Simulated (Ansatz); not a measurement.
# ZnBi3: energies, forces and stress near the listed structure

A set of self-consistent runs on ZnBi3 under moves of single atoms, further strains and shifts, other functionals, to map its energy surface near the listed cell.

Program: Ansatz 0.2.0. Level of theory: DFT PBEsol, scalar-relativistic, plane waves, PAW. These are calculated values, not measurements.

### Step 1. Starting point

It takes space group Pm-3m (No. 221, cubic). The conventional cell has a = 4.873 Å, b = 4.873 Å, c = 4.873 Å, α = 90.00°, β = 90.00°, γ = 90.00°. Around Zn (site symmetry m-3m) lie 12 Bi at 3.45 Å. Bi (site symmetry 4/mmm) is surrounded by 4 Zn at 3.45 Å and 8 Bi at 3.45 Å.

Structure file:

```cif
data_structure
_symmetry_space_group_name_H-M 'Pm-3m'
_symmetry_Int_Tables_number 221
_cell_length_a 4.8732
_cell_length_b 4.8732
_cell_length_c 4.8732
_cell_angle_alpha 90.000
_cell_angle_beta 90.000
_cell_angle_gamma 90.000
_cell_volume 115.73
loop_
_atom_site_label
_atom_site_type_symbol
_atom_site_symmetry_multiplicity
_atom_site_Wyckoff_symbol
_atom_site_fract_x
_atom_site_fract_y
_atom_site_fract_z
_atom_site_occupancy
Zn1 Zn 1 a 0.00000 0.00000 0.00000 1
Bi1 Bi 3 c 0.00000 0.50000 0.50000 1
```

The structure comes from the Materials Project (structure only).

### Step 2. One atom moved

The change: atom 4 (Bi) moved by 0.23 Å.

Input file input.yaml:

```yaml
crystal:
  lattice:
    - [4.873164, 0.0, 0.0]
    - [0.0, 4.873164, 0.0]
    - [0.0, 0.0, 4.873164]
  atoms:
    - { symbol: Zn, position: [0.0, 0.0, 0.0] }
    - { symbol: Bi, position: [0.0, 0.5, 0.5] }
    - { symbol: Bi, position: [0.5, 0.0, 0.5] }
    - { symbol: Bi, position: [0.4990150137, 0.5134758444, -0.0441499609] }
basis:
  ecutwfc: 420
kpoints:
  mp_grid: { grid: [8, 8, 8] }
hamiltonian:
  xc: pbesol
scf:
  occupations: { method: gaussian, width: 0.1 }
output:
  forces: true
  stress: true
  eigenvalues: true
  populations: true
  write_density: true
  write_potential: true
  elf: true
  volumetric_format: npy
```

Started as:

```bash
$ ansatz run input.yaml --threads 1 --pin off --max-ram 1331MiB --backend cpu --events-out ev --progress --plain --runs-dir out
```

### Step 3. Functional and cell changed: PBE

Input file input.yaml:

```yaml
crystal:
  lattice:
    - [4.9310084567, 0.0, 0.0]
    - [0.0, 4.9310084567, 0.0]
    - [0.0, 0.0, 4.9310084567]
  atoms:
    - { symbol: Zn, position: [0.0, 0.0, 0.0] }
    - { symbol: Bi, position: [0.0, 0.5, 0.5] }
    - { symbol: Bi, position: [0.5, 0.0, 0.5] }
    - { symbol: Bi, position: [0.5, 0.5, 0.0] }
basis:
  ecutwfc: 420
kpoints:
  mp_grid: { grid: [10, 10, 10] }
hamiltonian:
  xc: pbe
scf:
  occupations: { method: gaussian, width: 0.1 }
output:
  forces: true
  stress: true
  eigenvalues: true
```

### Step 4. A change within the space group

Edit input.yaml of step 3 so:

```diff
@@ -2,5 +2,5 @@
   lattice:
-    - [4.9310084567, 0.0, 0.0]
-    - [0.0, 4.9310084567, 0.0]
-    - [0.0, 0.0, 4.9310084567]
+    - [4.828623281, 0.0, 0.0]
+    - [0.0, 4.828623281, 0.0]
+    - [0.0, 0.0, 4.828623281]
   atoms:
@@ -15,3 +15,3 @@
 hamiltonian:
-  xc: pbe
+  xc: pbesol
 scf:
```

### Step 5. Another functional, on a distorted cell: LDA

Edit input.yaml of step 4 so:

```diff
@@ -2,5 +2,5 @@
   lattice:
-    - [4.828623281, 0.0, 0.0]
-    - [0.0, 4.828623281, 0.0]
-    - [0.0, 0.0, 4.828623281]
+    - [4.8691680055, 0.0, 0.0]
+    - [0.0, 4.8691680055, 0.0]
+    - [0.0, 0.0, 4.8691680055]
   atoms:
@@ -15,3 +15,3 @@
 hamiltonian:
-  xc: pbesol
+  xc: lda
 scf:
```

Before running it: what results should come out? Wanted: for each run, case; energy; pressure; largest force.

**Answer**, as computed:

```
step                                          case  energy (meV/atom)  pressure (GPa)  largest force (eV/Å)  gap on the mesh (eV)
   2                                one atom moved               +0.0            -2.1                  0.35                  0.00
   3              functional and cell changed: PBE                n/a            -1.5                  0.00                  0.00
   4               a change within the space group             -20.7*            -1.4                  0.00                  0.00
   5  another functional, on a distorted cell: LDA                n/a            -3.9                  0.00                  0.00
```

Energies are counted from step 2, with the smearing taken to zero; a star marks another k mesh, which can shift energies by itself, so starred rows don't rank against the others. Other atoms or functionals have another zero of energy (n/a). A gap of 0.00 means none on the mesh at this level.

**Reading.** Among the distorted cells of the listed formula and level the largest force, 0.35 eV/Å, acts on Bi4 in step 2. The distorted cells of the listed formula and level show no gap on the mesh. The runs treat Bi without spin-orbit coupling.
